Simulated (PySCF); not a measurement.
# C4H3F2N3OS: NMR shifts and electronic excitations in gas and solvents

Aim: compute the NMR shifts and electronic excitations of C4H3F2N3OS (`[H]/N=C\c1nsnc1OC(F)F`), and see what a dielectric continuum does where one was used.

Programs: PySCF 2.14.0, with density-fitted response routines of our own. Each step states its level of theory. These are calculated values for one molecule, in the gas phase or a continuum, unless marked as measured. Atoms count from 0, in the outputs and in this text.

### Step 1. The starting structure

14 atoms, charge 0, multiplicity 1; geometry from: GFN2-xTB.

Bonds of the start (Å): N0–C1 1.26, C1–C2 1.46, C2–N3 1.32, N3–S4 1.61, S4–N5 1.63, N5–C6 1.31, C6–O7 1.35, O7–C8 1.37, C8–F9 1.34, C8–F10 1.35, C6–C2 1.43, N0–H11 1.02, C1–H12 1.09, C8–H13 1.10.

### Step 2. Geometry optimisation at PBE0-D3(BJ)/def2-SVP

The job: settings as JSON, then the geometry in Å.

```
{"job": {"xc": "PBE0", "basis": "def2-SVP", "d3": "d3bj", "grid": 1, "kind": "geom"}, "charge": 0, "multiplicity": 1}
N     -0.741622     2.520242     0.113131
C     -1.593093     1.632209    -0.137024
C     -1.376422     0.193238    -0.255104
N     -2.362879    -0.637650    -0.533712
S     -1.826075    -2.150805    -0.599299
N     -0.267628    -1.816100    -0.268167
C     -0.145821    -0.521055    -0.103084
O      1.030231     0.084848     0.174316
C      2.124861    -0.720922     0.320586
F      3.202079    -0.016146    -0.039812
F      2.296435    -1.050449     1.615072
H      0.212697     2.190676     0.250475
H     -2.622587     1.941397    -0.289298
H      2.069145    -1.649957    -0.270244
```

Log:

```text
step   0  E = -990.22504613  max force = 0.025286
step   1  E = -990.22857775  max force = 0.010491
step   2  E = -990.22872156  max force = 0.004190
step   3  E = -990.22882252  max force = 0.001402
step   4  E = -990.22882259  max force = 0.000981
step   5  E = -990.22882799  max force = 0.000313
optimisation converged
```

Run time: 2 min. Hardware: 1 thread, shared host.

Step by step:

| step | energy from step 0 (eV) | largest force component (eV/Å) |
| --- | --- | --- |
| 0 | 0.0000 | 1.3003 |
| 1 | -0.0961 | 0.5395 |
| 2 | -0.1000 | 0.2155 |
| 3 | -0.1028 | 0.0721 |
| 4 | -0.1028 | 0.0504 |
| 5 | -0.1029 | 0.0161 |

Close pairs (by a distance rule), those that changed most:

| bond | before (Å) | after (Å) | change (Å) |
| --- | --- | --- | --- |
| N3–S4 | 1.607 | 1.637 | +0.030 |
| S4–N5 | 1.628 | 1.650 | +0.022 |
| O7–C8 | 1.367 | 1.388 | +0.021 |
| C1–H12 | 1.086 | 1.101 | +0.016 |
| C8–F10 | 1.347 | 1.332 | -0.015 |
| C1–C2 | 1.460 | 1.474 | +0.014 |
| C2–C6 | 1.431 | 1.445 | +0.014 |
| N0–C1 | 1.255 | 1.269 | +0.013 |

The next job starts from the end point, and lists it.

| at the end point | value |
| --- | --- |
| point group (found at 0.08 Å tolerance) | C1 |
| rotational constants (GHz, main isotopes) | 1.387, 0.739, 0.512 |
| dipole moment (D) | 2.75 |

### Step 3. NMR shieldings: PBE0/pcSseg-1 in chloroform

The job: settings as JSON, then the geometry in Å.

```
{"job": {"kind": "nmr", "xc": "PBE0", "basis": "pcSseg-1", "solvent": "chloroform", "pop": true}, "charge": 0, "multiplicity": 1}
N     -0.755161     2.516068     0.103658
C     -1.603470     1.615838    -0.177580
C     -1.372999     0.164428    -0.291580
N     -2.364016    -0.652365    -0.578812
S     -1.789023    -2.184249    -0.620154
N     -0.214583    -1.842098    -0.265246
C     -0.130220    -0.551535    -0.118332
O      1.013955     0.092181     0.164498
C      2.153796    -0.673470     0.367622
F      3.179515     0.152525     0.216461
F      2.154155    -1.137791     1.615877
H      0.176411     2.116111     0.255445
H     -2.650560     1.902612    -0.363605
H      2.207288    -1.514232    -0.340924
```

With the program's defaults for keys left out, this is: GIAO PBE0/pcSseg-1 NMR shielding, non-relativistic, IEF-PCM chloroform.

Log:

```text
coarse grid: 14272 points
cycle   1  E = -990.4845257765  dE =  2.327e+00  |g| = 9.103e-01  |ddm| = 3.925e+00
cycle   2  E = -990.3437439024  dE =  1.408e-01  |g| = 1.295e+00  |ddm| = 1.545e+00
cycle   3  E = -990.6326139826  dE = -2.889e-01  |g| = 1.237e-01  |ddm| = 9.868e-01
cycle   4  E = -990.6344965570  dE = -1.883e-03  |g| = 8.252e-02  |ddm| = 1.549e-01
cycle   5  E = -990.6359592623  dE = -1.463e-03  |g| = 1.431e-02  |ddm| = 7.907e-02
cycle   6  E = -990.6359844636  dE = -2.520e-05  |g| = 8.694e-03  |ddm| = 1.572e-02
cycle   7  E = -990.6360000390  dE = -1.558e-05  |g| = 2.052e-03  |ddm| = 7.432e-03
cycle   8  E = -990.6360009352  dE = -8.963e-07  |g| = 3.410e-04  |ddm| = 2.075e-03
final grid: 140088 points
cycle   9  E = -990.7192733396  dE = -3.501e-05  |g| = 1.195e-02  |ddm| = 3.412e-02
cycle  10  E = -990.7192404742  dE =  3.287e-05  |g| = 1.780e-02  |ddm| = 2.165e-02
cycle  11  E = -990.7193006049  dE = -6.013e-05  |g| = 1.274e-03  |ddm| = 1.302e-02
cycle  12  E = -990.7193009187  dE = -3.138e-07  |g| = 4.417e-04  |ddm| = 1.209e-03
cycle  13  E = -990.7193009527  dE = -3.398e-08  |g| = 1.975e-04  |ddm| = 4.934e-04
cycle  14  E = -990.7193009610  dE = -8.349e-09  |g| = 6.062e-05  |ddm| = 1.903e-04
cycle  15  E = -990.7193009617  dE = -6.635e-10  |g| = 1.863e-05  |ddm| = 5.553e-05
converged SCF energy = -990.7193009617

GIAO shielding tensors (ppm)
atom      isotropic    diamagn.    paramagn.     s11        s22        s33       span
  0 N      -88.142     331.292    -419.434   -388.067   -135.798    259.440    647.508
  1 C       17.399     245.985    -228.587    -91.962     28.754    115.404    207.366
  2 C       38.076     258.081    -220.005    -27.007     26.360    114.874    141.881
  3 N     -141.993     330.296    -472.289   -422.034   -200.544    196.600    618.634
  4 S       11.078    1056.752   -1045.674   -156.773     72.040    117.967    274.741
  5 N      -64.035     332.043    -396.078   -264.363   -121.707    193.965    458.327
  6 C       21.506     252.754    -231.248    -50.125     48.220     66.422    116.547
  7 O      145.264     405.445    -260.181     62.363    152.459    220.970    158.607
  8 C       65.289     237.512    -172.223     50.030     69.756     76.082     26.052
  9 F      287.119     469.301    -182.182    198.329    314.049    348.978    150.649
 10 F      277.215     471.517    -194.302    193.540    288.312    349.793    156.253
 11 H       19.412      37.753     -18.341     12.722     18.724     26.790     14.068
 12 H       22.444      25.847      -3.403     18.954     22.425     25.954      7.000
 13 H       23.720      27.151      -3.431     19.979     24.170     27.010      7.031
```

It took 54 s on 1 thread, shared host.

The references, computed at this level on geometries of the same kind, shield at (ppm): 1H TMS 31.25, 13C TMS 185.2, 19F CFCl3 179.6, 15N NH3 267.8, 17O H2O 341.0, 33S CS2 495. Their shielding less the atom's gives the shift. The references are single molecules in the same continuum, so shifts against H2O, NH3, PH3, H3PO4 or CFCl3 are not on the usual liquid scales and can be off by tens of ppm. Atoms listed in one row are averaged.

| atoms | environment | σ (ppm) | δ (ppm) |
| --- | --- | --- | --- |
| C1 | C=N carbon | 17.4 | 167.8 |
| C6 | aromatic carbon bearing oxygen | 21.5 | 163.7 |
| C2 | substituted aromatic carbon next to a ring nitrogen | 38.1 | 147.1 |
| C8 | sp3 CH bonded to 2 F and O | 65.3 | 119.9 |
| H11 | hydrogen on an imine nitrogen | 19.41 | 11.83 |
| H12 | hydrogen on a C=N carbon | 22.44 | 8.80 |
| H13 | hydrogen on an sp3 CH bonded to 2 F and O | 23.72 | 7.53 |
| N3 | pyridine-type nitrogen of an azole | -142.0 | 409.8 |
| N0 | imine nitrogen | -88.1 | 355.9 |
| N5 | pyridine-type nitrogen of an azole | -64.0 | 331.8 |
| S4 | aromatic ring sulfur | 11 | 484 |
| O7 | ether oxygen | 145.3 | 195.7 |
| F9, F10 | fluorine of a CF2 group | 282.2 | -102.5 |

The run also stored atomic charges by several schemes (e):

| atoms | Mulliken | IAO | Hirshfeld | ESP fit |
| --- | --- | --- | --- | --- |
| N0 | -0.36 | -0.44 | -0.24 | -0.79 |
| C1 | 0.16 | 0.03 | 0.04 | 0.35 |
| C2 | 0.02 | 0.03 | 0.03 | 0.04 |
| N3 | -0.49 | -0.43 | -0.17 | -0.43 |
| S4 | 0.58 | 0.69 | 0.27 | 0.40 |
| N5 | -0.54 | -0.50 | -0.20 | -0.52 |
| C6 | 0.48 | 0.28 | 0.12 | 0.65 |
| O7 | -0.49 | -0.32 | -0.09 | -0.43 |
| C8 | 0.70 | 0.61 | 0.22 | 0.51 |
| F9, F10 | -0.27 | -0.28 | -0.09 | -0.19 |

Mayer bond orders: N0–C1 2.05, C1–C2 1.00, C2–N3 1.54, N3–S4 1.23, S4–N5 1.14, N5–C6 1.59, C6–O7 0.98, O7–C8 0.93, C8–F9 1.04, C8–F10 1.01, C6–C2 1.10.

Ring of atoms C2, N3, S4, N5, C6: NICS(0) -13.2, NICS(1) -11.2, NICS(1)zz -26.7 ppm (means of both faces).

### Step 4. Excited states and response: wB97X-D/def2-SVPD

Same as in step 3 but for these lines:

```diff
@@ -1,2 +1,2 @@
-{"job": {"kind": "nmr", "xc": "PBE0", "basis": "pcSseg-1", "solvent": "chloroform", "pop": true}, "charge": 0, "multiplicity": 1}
+{"job": {"kind": "uv", "xc": "wB97X-D", "basis": "def2-SVPD", "dynamic": true, "nstates": 6, "ntriplets": 0}, "charge": 0, "multiplicity": 1}
 N     -0.755161     2.516068     0.103658
```

Method: TDDFT wB97X-D/def2-SVPD, vertical, gas phase, core orbitals frozen in the response.

Log:

```text
coarse grid: 14272 points
cycle   1  E = -990.4914406862  dE =  2.509e+00  |g| = 1.005e+00  |ddm| = 6.807e+00
cycle   2  E = -990.4796566658  dE =  1.178e-02  |g| = 1.124e+00  |ddm| = 3.991e+00
cycle   3  E = -990.7041088389  dE = -2.245e-01  |g| = 1.067e-01  |ddm| = 2.724e+00
cycle   4  E = -990.7061717528  dE = -2.063e-03  |g| = 5.854e-02  |ddm| = 3.324e-01
cycle   5  E = -990.7069257392  dE = -7.540e-04  |g| = 1.881e-02  |ddm| = 2.000e-01
cycle   6  E = -990.7070086655  dE = -8.293e-05  |g| = 6.301e-03  |ddm| = 4.016e-02
cycle   7  E = -990.7070183643  dE = -9.699e-06  |g| = 2.855e-03  |ddm| = 1.590e-02
final grid: 140088 points
cycle   8  E = -990.8208094682  dE = -1.328e-04  |g| = 9.679e-03  |ddm| = 1.929e-01
cycle   9  E = -990.8208030217  dE =  6.447e-06  |g| = 1.168e-02  |ddm| = 2.959e-02
cycle  10  E = -990.8208289097  dE = -2.589e-05  |g| = 1.514e-03  |ddm| = 2.192e-02
cycle  11  E = -990.8208293413  dE = -4.316e-07  |g| = 7.550e-04  |ddm| = 3.961e-03
cycle  12  E = -990.8208294918  dE = -1.505e-07  |g| = 1.749e-04  |ddm| = 2.718e-03
cycle  13  E = -990.8208295014  dE = -9.559e-09  |g| = 4.705e-05  |ddm| = 5.196e-04
cycle  14  E = -990.8208295030  dE = -1.656e-09  |g| = 2.626e-05  |ddm| = 2.670e-04
cycle  15  E = -990.8208295033  dE = -3.197e-10  |g| = 9.321e-06  |ddm| = 1.044e-04
converged SCF energy = -990.8208295033

Static polarisability (au): isotropic 91.901, principal 57.878 94.900 122.925

Singlet excitations
state   eV       nm        f      main configurations
  1   4.5078    275.0   0.00255   H-1->L 0.77, H-1->L+1 0.20
  2   4.9734    249.3   0.25851   H->L 0.94
  3   5.3029    233.8   0.00189   H-3->L 0.89
  4   6.0032    206.5   0.00004   H->L+2 0.89
  5   6.1909    200.3   0.01412   H-1->L+1 0.49, H-4->L 0.14, H-1->L 0.14
  6   6.2403    198.7   0.07298   H->L+1 0.60, H-2->L 0.19, H-1->L+1 0.09
```

Wall time 1.9 min (1 thread, shared host).

The orbitals next to the gap, with their largest atomic shares:

| orbital | eV | atoms |
| --- | --- | --- |
| HOMO−3 | -11.43 | N3 43 %, N5 35 %, S4 7 % |
| HOMO−2 | -11.27 | N5 25 %, N3 24 %, N0 14 % |
| HOMO−1 | -10.12 | N0 61 %, C1 14 %, H11 7 % |
| HOMO | -9.73 | S4 37 %, C2 13 %, C6 11 % |
| LUMO | -0.83 | N3 28 %, S4 19 %, C2 14 % |
| LUMO+1 | 0.73 | C6 21 %, N5 19 %, C1 18 % |
| LUMO+2 | 1.17 | S4 72 %, N5 11 %, N3 9 % |

With each of the 6 states as a Gaussian band of 0.4 eV half-width at 1/e, the curve within the window shown has maxima at 250 nm (ε 11,000), 199 nm (ε 3,500) L/(mol cm). Beyond the last state computed it falls off for lack of states. The curve at chosen wavelengths:

| nm | ε (L/mol/cm) |
| --- | --- |
| 190 | 1951 |
| 195 | 3117 |
| 200 | 3513 |
| 205 | 2940 |
| 210 | 1938 |
| 215 | 1178 |
| 220 | 1069 |
| 226 | 2075 |
| 231 | 3888 |
| 236 | 6282 |
| 241 | 8618 |
| 246 | 10170 |
| 251 | 10491 |
| 256 | 9606 |
| 261 | 7918 |
| 266 | 5951 |
| 271 | 4127 |
| 276 | 2672 |
| 281 | 1632 |
| 287 | 850 |
| 292 | 475 |
| 297 | 259 |
| 302 | 139 |
| 307 | 74 |
| 312 | 40 |
| 317 | 21 |

Further results of this job:

| property | computed |
| --- | --- |
| dipole moment (D) | 2.78 |
| polarisability (Å³) | 13.62 |
| HOMO–LUMO gap (eV) | 8.91 |
| −ε(HOMO) (eV) | 9.73 |
| C6 with itself (au) | 3496 |

### Step 5. TDDFT and polarisability: wB97X-D/def2-SVPD in chloroform

Same as in step 4 but for these lines:

```diff
@@ -1,2 +1,2 @@
-{"job": {"kind": "uv", "xc": "wB97X-D", "basis": "def2-SVPD", "dynamic": true, "nstates": 6, "ntriplets": 0}, "charge": 0, "multiplicity": 1}
+{"job": {"kind": "uv", "xc": "wB97X-D", "basis": "def2-SVPD", "solvent": "chloroform", "nstates": 6, "ntriplets": 0}, "charge": 0, "multiplicity": 1}
 N     -0.755161     2.516068     0.103658
```

Level: TDDFT wB97X-D/def2-SVPD, vertical, IEF-PCM chloroform (non-equilibrium linear response), core orbitals frozen in the response.

Log:

```text
coarse grid: 14272 points
cycle   1  E = -990.5088004850  dE =  2.492e+00  |g| = 9.837e-01  |ddm| = 6.814e+00
cycle   2  E = -990.5161663911  dE = -7.366e-03  |g| = 1.060e+00  |ddm| = 3.774e+00
cycle   3  E = -990.7129359773  dE = -1.968e-01  |g| = 9.035e-02  |ddm| = 2.460e+00
cycle   4  E = -990.7145570983  dE = -1.621e-03  |g| = 4.554e-02  |ddm| = 2.993e-01
cycle   5  E = -990.7150231804  dE = -4.661e-04  |g| = 1.687e-02  |ddm| = 1.606e-01
cycle   6  E = -990.7150932329  dE = -7.005e-05  |g| = 4.490e-03  |ddm| = 5.268e-02
cycle   7  E = -990.7150993052  dE = -6.072e-06  |g| = 2.007e-03  |ddm| = 1.416e-02
final grid: 140088 points
cycle   8  E = -990.8288829293  dE = -1.345e-04  |g| = 9.457e-03  |ddm| = 1.931e-01
cycle   9  E = -990.8288808966  dE =  2.033e-06  |g| = 1.061e-02  |ddm| = 2.772e-02
cycle  10  E = -990.8289015079  dE = -2.061e-05  |g| = 1.086e-03  |ddm| = 2.291e-02
cycle  11  E = -990.8289017209  dE = -2.130e-07  |g| = 6.973e-04  |ddm| = 3.919e-03
cycle  12  E = -990.8289018445  dE = -1.235e-07  |g| = 1.798e-04  |ddm| = 2.831e-03
cycle  13  E = -990.8289018534  dE = -8.969e-09  |g| = 4.786e-05  |ddm| = 6.484e-04
cycle  14  E = -990.8289018549  dE = -1.443e-09  |g| = 2.708e-05  |ddm| = 3.143e-04
cycle  15  E = -990.8289018552  dE = -3.065e-10  |g| = 8.842e-06  |ddm| = 1.157e-04
converged SCF energy = -990.8289018552

Static polarisability (au): isotropic 115.362, principal 70.559 115.494 160.033

Singlet excitations
state   eV       nm        f      main configurations
  1   4.6446    266.9   0.00374   H-1->L 0.78, H-1->L+1 0.18
  2   4.8282    256.8   0.35109   H->L 0.95
  3   5.3325    232.5   0.00175   H-3->L 0.89
  4   6.0254    205.8   0.00006   H->L+2 0.90
  5   6.1357    202.1   0.09612   H->L+1 0.74, H-2->L 0.21
  6   6.3282    195.9   0.00503   H-1->L+1 0.47, H-4->L 0.27, H-1->L 0.11
```

Wall time 90 s (1 thread, shared host).

This run: HOMO -9.55 eV, LUMO -0.68 eV; lowest singlet 4.64 eV.

### Step 6. Run by run: electronic excitations

Excitations and ground-state properties, with basis size and wall time:

| run | lowest singlet (eV) | brightest (eV) | f | gap (eV) | α (Å³) | μ (D) | functions | time |
| --- | --- | --- | --- | --- | --- | --- | --- | --- |
| wB97X-D/def2-SVPD | 4.51 | 4.97 | 0.259 | 8.91 | 13.62 | 2.78 | 260 | 1.9 min |
| wB97X-D/def2-SVPD in chloroform | 4.64 | 4.83 | 0.351 | 8.86 | 17.09 | 3.43 | 260 | 90 s |

### Step 7. Outcome

```
                                                                             quantity                           value
                                                                          point group                              C1
                                                 rotational constants (main isotopes)            1.39, 0.74, 0.51 GHz
                                   13C shifts against TMS (PBE0/pcSseg-1, chloroform)  167.8, 163.7, 147.1, 119.9 ppm
                                    1H shifts against TMS (PBE0/pcSseg-1, chloroform)           11.83, 8.80, 7.53 ppm
                                   15N shifts against NH3 (PBE0/pcSseg-1, chloroform)         409.8, 355.9, 331.8 ppm
                                   33S shifts against CS2 (PBE0/pcSseg-1, chloroform)                         484 ppm
                                   17O shifts against H2O (PBE0/pcSseg-1, chloroform)                       195.7 ppm
19F shifts against CFCl3 (PBE0/pcSseg-1, chloroform, means over atoms taken as alike)                      -102.5 ppm
                                                   lowest singlet (wB97X-D/def2-SVPD)     4.51 eV (275 nm), f = 0.003
                                             brightest single state of those computed     state 2, 4.97 eV, f = 0.259
                                                          range of the lowest singlet                 4.51 to 4.64 eV
```

**Reading.** Relaxing lowered the energy by 0.103 eV in 5 steps; the close pair that moved most is N3–S4, from 1.607 to 1.637 Å. NICS(1)zz of -27 ppm above the planar ring from C2 marks a diatropic (aromatic) ring current. The lowest singlet, at 4.51 eV, is HOMO−1→LUMO 0.77, HOMO−1→LUMO+1 0.20 and is weak; of the 6 states computed, the strongest absorption comes from state 2 at 4.97 eV. The lowest singlet runs from 4.51 eV (wB97X-D/def2-SVPD) to 4.64 eV (wB97X-D/def2-SVPD in chloroform), while the orbital gap spans 8.86 to 8.91 eV. The lowest state need not be the same one in every run.
